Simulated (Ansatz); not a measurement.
# H6O2Si2: the cost of one run

All numbers below are computed with Ansatz 0.2.0 (RKS PBE-D4/6-31G*).

### Step 1. The structure to begin with

Bond lengths: O1–Si2 1.595 Å, Si2–O3 1.638 Å, O3–Si4 1.729 Å, O1–H5 0.958 Å, Si2–H6 1.492 Å, Si2–H7 1.481 Å, Si4–H8 1.472 Å, Si4–H9 1.522 Å, Si4–H10 1.444 Å. Angles: O1–Si2–O3 106.4°, O1–Si2–H6 109.3°, O1–Si2–H7 111.2°, O3–Si2–H6 111.4°, O3–Si2–H7 109.8°, H6–Si2–H7 108.8°, Si2–O1–H5 119.1°, Si2–O3–Si4 134.6°, O3–Si4–H8 108.6°, O3–Si4–H9 104.4°, O3–Si4–H10 110.4°, H8–Si4–H9 111.4°, H8–Si4–H10 113.3°, H9–Si4–H10 108.3°.

Coordinates:

```xyz
10

O    -1.9901    1.5789   -0.0765
Si   -0.4624    1.1940   -0.3280
O    -0.2864   -0.3557    0.1712
Si    1.0466   -1.4524    0.2768
H    -2.5837    0.9183    0.2836
H     0.4129    2.1187    0.4496
H    -0.1126    1.3011   -1.7632
H     1.5434   -1.7183   -1.0830
H     0.4561   -2.7050    0.9083
H     2.0593   -0.9307    1.1642
```

### Step 2. Relaxing end A

The input, input.yaml:

```yaml
crystal:
  periodic: [false, false, false]
  atoms:
    - { symbol: O, position_ang: [-1.9901, 1.5789, -0.0765] }
    - { symbol: Si, position_ang: [-0.4624, 1.194, -0.328] }
    - { symbol: O, position_ang: [-0.2864, -0.3557, 0.1712] }
    - { symbol: Si, position_ang: [1.0466, -1.4524, 0.2768] }
    - { symbol: H, position_ang: [-2.5837, 0.9183, 0.2836] }
    - { symbol: H, position_ang: [0.4129, 2.1187, 0.4496] }
    - { symbol: H, position_ang: [-0.1126, 1.3011, -1.7632] }
    - { symbol: H, position_ang: [1.5434, -1.7183, -1.083] }
    - { symbol: H, position_ang: [0.4561, -2.705, 0.9083] }
    - { symbol: H, position_ang: [2.0593, -0.9307, 1.1642] }
basis:
  gaussian: { orbitals: "6-31G*" }
hamiltonian:
  xc: pbe
  dispersion: d4
relax:
  f_tol: 0.015
  max_steps: 40
output:
  orbitals: {}
```

On the command line:

```sh
ansatz run input.yaml --threads 1 --pin off --max-ram 2048MiB --backend cpu --events-out ev --progress --plain --runs-dir out
```

What time and memory should one allow on 1 thread of Intel Xeon Platinum 8375C at 2.90GHz (Ice Lake), shared host?

About 52 s, with a peak of 0.13 GiB.
